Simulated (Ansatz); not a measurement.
CH₃ClOSn, SMILES C[O][Sn][Cl], a ladder of methods at one geometry

Program: the Python package of Ansatz (0.2.0).

`ch3closn.xyz`
```text
7

C     0.03330    0.85830    0.07060
O     0.27520    0.15570   -1.09200
Sn    0.86600   -1.63690   -0.50680
Cl   -0.84000   -2.82280    0.41540
H    -0.35670    1.90500   -0.26620
H    -0.83430    0.44180    0.63840
H     0.91770    1.03100    0.69480
```

The cells in order, each with its output:

**Cell 1**
```python
import ansatz as az
```

**Cell 2**
```python
geometry = az.Crystal.molecule_from_extxyz("ch3closn.xyz")

calc = geometry.calculation().basis(gaussian="def2-SVP")
```

**Cell 3**
```python
methods = ["mp2", "ccsd", "ccsd_t"]
batch = az.Session.batch([calc.correlation(m).input() for m in methods])
reports = sorted(batch.plan().execute().molecular_reports, key=lambda each: each["member"])
print(f"Hartree-Fock reference {reports[0]['reference_energy_ev'] / 27.211386246:.6f} Ha")
best = reports[-1]["free_energy_ev"] - reports[-1]["reference_energy_ev"]
for method, each in zip(methods, reports):
    gained = each["free_energy_ev"] - each["reference_energy_ev"]
    print(f"{method:8s} total {each['free_energy_ev'] / 27.211386246:.6f} Ha  correlation {gained:9.4f} eV  ({100 * gained / best:.1f} % of the last)")
```
Output:
```text
Hartree-Fock reference -787.121474 Ha
mp2      total -787.673855 Ha  correlation  -15.0310 eV  (91.1 % of the last)
ccsd     total -787.711801 Ha  correlation  -16.0636 eV  (97.3 % of the last)
ccsd_t   total -787.728152 Ha  correlation  -16.5085 eV  (100.0 % of the last)
```

Caveats:
- Total energies depend on the basis set; only differences at equal settings carry meaning.
- The geometry is a force-field or estimated start, not a minimum of this method, and the basis set is short of its limit. A lower total doesn't mark the better method: functionals have no common bound, and MP2 and coupled cluster aren't variational.
- def2 sets replace the cores of elements past krypton by effective core potentials.
- Inner cores stay frozen; a filled d shell under the valence of the heavier atoms is correlated with it.

(Lines on the test bed's own set-up are left out of the output.)
